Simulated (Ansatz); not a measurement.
# CH₇ClO₃Si₂: a ladder of functionals and wavefunction methods

How much do the methods differ for CH₇ClO₃Si₂? The plan is to run it at one geometry with functionals of several rungs and with coupled cluster. The yardstick is the atomisation energy at the CCSD(T) limit.

Computed with Ansatz 0.2.0, Gaussian basis. Level: functionals in def2-TZVPP, the program's frozen cores in correlated methods.

Levels to be run: PBE-D4, r2SCAN-D4, PBE0-D4, B3LYP-D4, ωB97X-V, ωB97M-V, B2PLYP; CCSD(T)/def2-TZVPP; MP2/def2-QZVPP; extrapolation to the limit.

## (1) Structure used throughout

The geometry comes from an earlier relaxation with PBE0-D4 in a triple-zeta def2 set; it is a stationary point, not always the lowest conformer.

SMILES `C[Si@@H](O)O[Si@H](O)Cl`, 14 atoms, charge 0, spin multiplicity 1.

Atoms are counted from 1 here; the program's logs count them from 0.

Bond lengths: C1–Si2 1.844 Å, C1–H8 1.092 Å, C1–H9 1.093 Å, C1–H10 1.092 Å, Si2–O3 1.654 Å, Si2–O4 1.648 Å, Si2–H11 1.483 Å, O3–H12 0.959 Å, O4–Si5 1.624 Å, Si5–O6 1.626 Å, Si5–Cl7 2.063 Å, Si5–H13 1.466 Å, O6–H14 0.962 Å. Angles: Si2–C1–H8 110.6°, Si2–C1–H9 110.4°, Si2–C1–H10 110.9°, H8–C1–H9 108.1°, H8–C1–H10 108.4°, H9–C1–H10 108.3°, C1–Si2–O3 107.8°, C1–Si2–O4 109.6°, C1–Si2–H11 113.4°, O3–Si2–O4 108.3°, O3–Si2–H11 109.9°, O4–Si2–H11 107.7°, Si2–O3–H12 116.8°, Si2–O4–Si5 131.1°, O4–Si5–O6 112.4°, O4–Si5–Cl7 107.2°, O4–Si5–H13 110.6°, O6–Si5–Cl7 109.6° and more.

Coordinates:

```
C     0.07052    1.33288   -1.82519
Si    0.74075    0.00884   -0.73137
O     1.34659    0.73232    0.62679
O    -0.47783   -1.00349   -0.27753
Si   -1.08896   -1.34770    1.18679
O    -1.45240   -0.01030    2.03690
Cl    0.33268   -2.44773    2.19983
H    -0.42345    0.89738   -2.69679
H    -0.66268    1.93751   -1.28553
H     0.86924    1.99124   -2.17394
H     1.79296   -0.81359   -1.37705
H     2.00543    0.24119    1.12163
H    -2.30876   -2.15152    1.06019
H    -0.74411    0.63299    2.13531
```

## (2) PBE-D4 (GGA)

Input file in.yaml:

```yaml
crystal:
  periodic: [false, false, false]
  atoms:
    - {symbol: C, position_ang: [0.070517, 1.332878, -1.825194]}
    - {symbol: Si, position_ang: [0.740750, 0.008844, -0.731367]}
    - {symbol: O, position_ang: [1.346592, 0.732319, 0.626792]}
    - {symbol: O, position_ang: [-0.477829, -1.003493, -0.277533]}
    - {symbol: Si, position_ang: [-1.088957, -1.347705, 1.186787]}
    - {symbol: O, position_ang: [-1.452404, -0.010305, 2.036902]}
    - {symbol: Cl, position_ang: [0.332676, -2.447728, 2.199826]}
    - {symbol: H, position_ang: [-0.423446, 0.897381, -2.696794]}
    - {symbol: H, position_ang: [-0.662684, 1.937507, -1.285528]}
    - {symbol: H, position_ang: [0.869241, 1.991243, -2.173943]}
    - {symbol: H, position_ang: [1.792959, -0.813594, -1.377045]}
    - {symbol: H, position_ang: [2.005432, 0.241186, 1.121625]}
    - {symbol: H, position_ang: [-2.308758, -2.151517, 1.060186]}
    - {symbol: H, position_ang: [-0.744110, 0.632995, 2.135306]}
basis:
  gaussian: {orbitals: def2-TZVPP}
hamiltonian: {xc: pbe, dispersion: d4}
output: {forces: true, orbitals: {seedname: orbitals}}
```

Command:

```console
$ ansatz run in.yaml --threads 2 --pin off --events-out ev --progress --plain --max-ram 32768MiB --backend cuda --devices 0, --max-vram 18GiB
```

The runs that follow: r2SCAN-D4 (meta-GGA); PBE0-D4 (hybrid); B3LYP-D4 (hybrid); ωB97X-V (range-separated); ωB97M-V (range-separated); B2PLYP (double hybrid); CCSD(T) in def2-TZVPP; MP2 in def2-QZVPP.

**Question.** What will the summary of the whole plan be? Wanted: atomisation energy, CCSD(T)/CBS; farthest; mean size of error, hybrid; mean size of error, range-separated; gap, smallest and largest; T1 diagnostic; triples share of the correlation energy.

As calculated:

| quantity | value |
| --- | --- |
| atomisation energy, CCSD(T)/CBS | 5524.4 kJ/mol |
| functionals within 27.6 kJ/mol (0.5 %) | PBE-D4, r2SCAN-D4, ωB97X-V, ωB97M-V |
| farthest | B2PLYP (-100.7 kJ/mol) |
| mean size of error, hybrid | 71.7 kJ/mol |
| mean size of error, range-separated | 8.4 kJ/mol |
| gap, smallest and largest | 6.80 eV (PBE-D4), 13.53 eV (ωB97X-V) |
| T1 diagnostic | 0.0110 |
| triples share of the correlation energy | 3.6 % |

What this shows: PBE-D4 is off by +5.6 kJ/mol. Double hybrids carry the basis error of their MP2 part in triple zeta, and no dispersion term here, so their miss is partly the set-up's. The reference freezes the cores and leaves out relativity and excitations past (T), so misses under about 27.6 kJ/mol can't be ranked. Hartree-Fock recovers 73 % of the binding; the rest is correlation. Orbital gaps span 6.8 to 13.5 eV; exact exchange widens them.
